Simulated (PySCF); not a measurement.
# The bond of Y2, level by level

What are the lowest state that PBE0 finds, the bond length, vibrational wavenumber and bond energy of Y2, and how much do these hang on the method?

Program: PySCF 2.14.0. Level of theory: Y def2-TZVPP with ECP28, scalar-relativistic core potentials. These are calculated values, not measurements.

## (1) The job

A driver script around PySCF takes these settings:

```yaml
atoms: Y, Y
charge: 0
basis: Y def2-TZVPP with ECP28
Hamiltonian: scalar-relativistic core potentials
basis_functions: 112
electrons_treated: 22
masses_in_u: 88.9058, 88.9058
levels: PBE0, PBE, r²SCAN, r²SCANh, B3LYP, PBEsol, r²SCAN0, LC-ωPBE, HF, MP2, SCS-MP2
grid: 80 radial by 434 angular points
occupations: held fixed by the projection of orbital angular momentum
dissociation_limit: Y + Y, each in its ground configuration
starting_distance_in_angstrom: 2.930
values_of_2S_to_try: 0, 2, 4
```

The run is started by

```bash
> OMP_NUM_THREADS=2 python dia.py task.json out
```

Further steps of the session: First curve: PBE0; Excited determinants; PBE; r²SCAN; r²SCANh (hybrid meta-GGA); B3LYP; PBEsol (GGA); r²SCAN0 (hybrid meta-GGA); LC-ωPBE; ROHF (mean field).

Before running it: what results should come out? Wanted: for each run, Re; ωe; De.

The runs gave:

Lowest PBE0 solution found, without spin–orbit coupling: ⁵Σu⁻ (quintet), unpaired electrons σ ↑↑, π ↑↑. State 2 has its PBE0 minimum 0.08 eV higher, as a spin-mixed determinant (⟨S²⟩ = 3.11), so this is no gap between pure states. State 3 has its PBE0 minimum 0.24 eV higher, as a spin-mixed determinant (⟨S²⟩ = 2.09), so this is no gap between pure states. State 4 has its PBE0 minimum 0.32 eV higher, as a spin-mixed determinant (⟨S²⟩ = 1.10), so this is no gap between pure states. The other levels ran on the lowest alone.

| level | Re (Å) | ωe (cm⁻¹) | De (eV) |
| --- | --- | --- | --- |
| ROHF | 3.055 | 172.5 | 0.069 |
| PBE | 2.914 | 180.4 | 1.62 |
| PBEsol | 2.891 | 183.4 | 1.92 |
| r²SCAN | 2.865 | 184.8 | 1.29 |
| r²SCANh | 2.857 | 187.3 | 1.20 |
| B3LYP | 2.908 | 183.4 | 0.84 |
| PBE0 | 2.882 | 188.6 | 1.28 |
| r²SCAN0 | 2.848 | 189.9 | 1.07 |
| LC-ωPBE | 2.874 | 185.2 | 0.88 |

De is counted to Y + Y in their ground configurations. No constants: ROHF-MP2 (the points don't follow one smooth fit); ROHF-SCS-MP2 (the points don't follow one smooth fit).

In words: The methods spread over 0.207 Å in bond length, from r²SCAN0 to ROHF. Of the levels with a De here, ROHF gives the least (0.069 eV) and PBEsol the most (1.92 eV).

The state is the lowest single determinant that the PBE0 search found; with open d or f shells the true ground state can be another one. Spin–orbit coupling is left out.
